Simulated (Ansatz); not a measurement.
Run this with the Python package of Ansatz (0.2.0) and show what comes out.

`run_cas.py`:
```python
'''Static correlation in GeH3NS: natural occupations of an active space.'''

import logging
import sys
import warnings

import ansatz

logging.basicConfig(stream=sys.stdout, format='%(name)s: %(message)s')
logger = logging.getLogger('run')
logger.setLevel(logging.INFO)

warnings.simplefilter('ignore', ansatz.DeckWarning)

molecule = (
    ansatz.Crystal.molecule()
    .atom('N', (-1.154, 0.2175, -0.7062))
    .atom('Ge', (0.2852, -0.7232, -0.185))
    .atom('S', (1.0794, 0.1463, 1.6745))
    .atom('H', (-0.7935, 1.242, -0.9218))
    .atom('H', (-1.5157, -0.1483, -1.6459))
    .atom('H', (2.1408, -0.7983, 1.7383))
)

job = (
    molecule.calculation()
    .basis(gaussian='def2-SVP')
    .correlation(active_electrons=6, active_orbitals=6)
)
for method in ['sc_nevpt2']:
    report = (job if method is None else job.correlation(method)).run(threads=1).report
    space = report['configurations']
    state = space['states'][0]
    print(method or 'casscf', f'total {report["free_energy_ev"] / 27.211386246:.6f} Ha, active-space state {state["energy"]["hartree"]:.6f} Ha, mean field {report["reference_energy_ev"] / 27.211386246:.6f} Ha')
    print('  determinants', state['n_determinants'], ' natural occupations', [round(n, 3) for n in space['natural_occupations']])
```

```console
$ python run_cas.py
sc_nevpt2 total -2529.174274 Ha, active-space state -2528.745982 Ha, mean field -2528.667418 Ha
  determinants 400  natural occupations [1.977, 1.975, 1.973, 0.027, 0.025, 0.023]
```

What to keep in mind:
- Total energies depend on the basis set; only differences at equal settings carry meaning.
- The geometry is a force-field or estimated start, not a minimum of this method, and the basis set is short of its limit. The active space starts as a window about the frontier orbitals and is then optimised, not chosen by chemistry.
- The whole script took 12 s on 1 thread of AMD EPYC 9R14 (Zen 4), with other jobs on the host, peak memory 0.24 GiB.

(Lines on the test bed's own set-up are left out of the output.)
